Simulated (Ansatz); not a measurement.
**SiO (SMILES O=[Si]): HF/STO-3G**

Aim: the electronic atomisation energy of SiO at HF/STO-3G, from 3 runs. 

The calculation is run with Ansatz 0.2.0.

32 further runs of the same task are left out: 32 set aside as unsound or not needed.

## (1) Starting point

The species is SiO (2 atoms), meant as a singlet with charge 0. As SMILES, `O=[Si]`. The shape is that of a PBE0-D4/def2-TZVP optimisation.

Bond lengths: O1–Si2 1.509 Å.

## (2) The energy at HF/STO-3G

File job.yaml:

```yaml
crystal:
  periodic: [false, false, false]
  atoms:
    - {symbol: O, position_ang: [-0.640700, 0.231500, -0.324000]}
    - {symbol: Si, position_ang: [0.640700, -0.231500, 0.324000]}
basis:
  gaussian:
    orbitals: STO-3G
hamiltonian:
  xc: hf
accuracy: high
output: {orbitals: {seedname: orbitals}}
```

Launch:

```bash
ansatz run job.yaml --threads 1 --pin off --max-ram 3480MiB --events-out events.jsonl --progress --plain --runs-dir runs
```

What it wrote:

```text
Warning: RAYON_NUM_THREADS=1 ignored (pool sized by the plan → 1); use --threads N
Functional definition: HF
  name "HF"
  exchange = exact_x
  correlation = 0
224 factors; integrals over basis functions are off by at most 2.4e-8 eV
mean field evaluation 1: about -9774.6778 eV, gradient 3.4e1 eV
mean field evaluation 2: about -9774.6965 eV, gradient 3.4e1 eV
mean field evaluation 4: about -9779.6965 eV, gradient 3.6e0 eV
mean field evaluation 8: about -9779.7303 eV, gradient 3.2e-2 eV
mean field -9779.73026266 eV, -359.3984582135 hartree, gradient 8.1e-8 eV, S^2 0.000000; 0 other end points of the search recorded, 0 dependent functions left out
reference -9779.73026266 eV, -359.3984582135 hartree; 11, 11 occupied and 3, 3 virtual orbitals, 224 factors
Total energy: -9779.73026266 eV, -359.3984582135 hartree
```

It took 0.06 s on 1 thread of Arm Neoverse V2, shared host.

## (3) The O atom, same level

File molecule.yaml:

```yaml
crystal:
  periodic: [false, false, false]
  atoms:
    - {symbol: O, position_ang: [0.000000, 0.000000, 0.000000]}
basis:
  gaussian: {orbitals: STO-3G}
magnetization: {spin_polarized: true, initial_magnetization: 2}
hamiltonian: {xc: hf}
accuracy: high
```

Launch:

```bash
ansatz run molecule.yaml --threads 1 --pin off --max-ram 3480MiB --events-out events.jsonl --progress --plain --runs-dir runs
```

What it wrote:

```text
Warning: RAYON_NUM_THREADS=1 ignored (pool sized by the plan → 1); use --threads N
[... 4 set-up lines as earlier in the session ...]
15 factors; integrals over basis functions are off by at most 1.1e-9 eV
mean field evaluation 1: about -2008.3132 eV, gradient 1.7e-14 eV
mean field evaluation 2: about -2008.3132 eV, gradient 0.0e0 eV
mean field -2008.31323932 eV, -73.8041502613 hartree, gradient 0.0e0 eV, S^2 2.000000; 2 other end points of the search recorded, 0 dependent functions left out
reference -2008.31323932 eV, -73.8041502613 hartree; 5, 3 occupied and 0, 2 virtual orbitals, 15 factors
Total energy: -2008.31323932 eV, -73.8041502613 hartree
```

It took 0.02 s on 1 thread of Arm Neoverse V2, shared host.

## (4) The Si atom

File molecule.yaml:

```yaml
crystal:
  periodic: [false, false, false]
  atoms:
    - {symbol: Si, position_ang: [0.000000, 0.000000, 0.000000]}
basis:
  gaussian:
    orbitals: STO-3G
accuracy: high
hamiltonian:
  xc: hf
magnetization:
  spin_polarized: true
  initial_magnetization: 2
```

Run the same way, it converges to -285.46622 Eh (log not shown).

## (5) What came out

At HF/STO-3G:

| quantity | value |
| --- | --- |
| molecule: total energy | -359.39846 Eh |
| molecule: HOMO energy | -7.67 eV |
| molecule: LUMO energy | 7.97 eV |
| molecule: HOMO–LUMO gap | 15.65 eV |
| O atom: total energy | -73.80415 Eh |
| O atom: ⟨S²⟩ | 2.000 |
| Si atom: total energy | -285.46622 Eh |
| Si atom: ⟨S²⟩ | 2.000 |
| electronic atomisation energy | 3.486 eV |

**Reading.** Taking the molecule apart into free atoms costs 3.49 eV (80 kcal/mol), before zero-point energy and without spin-orbit coupling. Hartree–Fock lacks the correlation of the bonding pairs, which as a rule makes this value much too low; in minimal bases other errors can mask that. In a minimal basis such a difference can be off by several eV, whatever the method.
